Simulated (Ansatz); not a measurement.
Run this with the Python package of Ansatz (0.2.0) and show what comes out.

`deck.py`
```python
"""CH2F3OSi(-) through the session interface."""

import ansatz as az
import numpy as np

DECK = """
crystal:
  periodic: [false, false, false]
  atoms:
    - { symbol: O, position_ang: [-1.9942, 0.0733, -0.2649] }
    - { symbol: Si, position_ang: [-0.5589, -0.7594, -0.0773] }
    - { symbol: C, position_ang: [1.0135, 0.1517, -0.2552] }
    - { symbol: F, position_ang: [1.152, 0.6827, -1.4953] }
    - { symbol: F, position_ang: [2.0884, -0.6463, -0.0409] }
    - { symbol: F, position_ang: [1.0943, 1.1791, 0.6277] }
    - { symbol: H, position_ang: [-2.1271, 0.8449, 0.3112] }
    - { symbol: H, position_ang: [-0.668, -1.526, 1.1946] }
total_charge: -1
basis:
  gaussian: { orbitals: def2-SVP }
hamiltonian:
  xc: b3lyp
output:
  forces: true
"""

session = az.Session.from_yaml(DECK)
summary = session.plan(threads=1).execute().report

print(f"E = {summary['free_energy_ev']:.6f} eV = {summary['free_energy_ev'] / 27.211386246:.7f} Ha")
print("converged:", summary["converged"], " doubts:", summary["published_state_doubts"] or "none")
symbols = ["O", "Si", "C", "F", "F", "F", "H", "H"]
field = summary["mean_field"]
print("<S^2> =", round(abs(field["state"]["spin_squared"]), 4), " all-electron relativity setting:", field["relativity"])
print("passes:", field["passes"])
if "symmetry" in field:
    print("occupied orbitals by irrep:", field["symmetry"]["occupied"])

print("forces (eV/A)")
for symbol, f in zip(symbols, summary["forces_ev_ang"]):
    print(f"  {symbol:2s} {f[0]:9.4f} {f[1]:9.4f} {f[2]:9.4f}")
charges = summary["charge_distribution"]
print("dipole moment", round(4.803205 * float(np.linalg.norm(charges["dipole_moment_e_ang"])), 3), "D")
print("Mulliken:", [(s, round(q, 3)) for s, q in zip(symbols, charges["mulliken_charges_e"])])
```

```console
$ python deck.py
E = -19133.656080 eV = -703.1488917 Ha
converged: True  doubts: none
<S^2> = 0.0  all-electron relativity setting: none
passes: {'evaluations': 17, 'products': 13}
occupied orbitals by irrep: [{'A': 29}, {'A': 29}]
forces (eV/A)
  O    -0.9886    1.9473    0.3243
  Si   -1.1603   -5.2186   -2.7129
  C    -0.5780   -0.0958    0.6530
  F     0.4948    0.5803   -0.1135
  F     0.4799    0.1992    0.0758
  F     1.3979    1.8571    0.5356
  H    -0.1668    0.0715    0.0895
  H     0.5211    0.6591    1.1482
dipole moment 5.426 D
Mulliken: [('O', -0.427), ('Si', -0.125), ('C', 0.371), ('F', -0.228), ('F', -0.23), ('F', -0.245), ('H', 0.111), ('H', -0.228)]
```

Caveats:
- Total energies depend on the basis set; only differences at equal settings carry meaning.
- The geometry is a force-field or estimated start, not a minimum of this method, and the basis set is short of its limit.
- An ion's dipole depends on the origin; the program takes it about the centre of nuclear charge.
- b3lyp holds the VWN-RPA fit, as in Gaussian; the form of ORCA and Turbomole is b3lyp5.
- Anions want diffuse functions, which this basis lacks.
- Finished in 3.7 s on 1 thread of Arm Neoverse V2, on a shared host, peak memory 0.25 GiB.
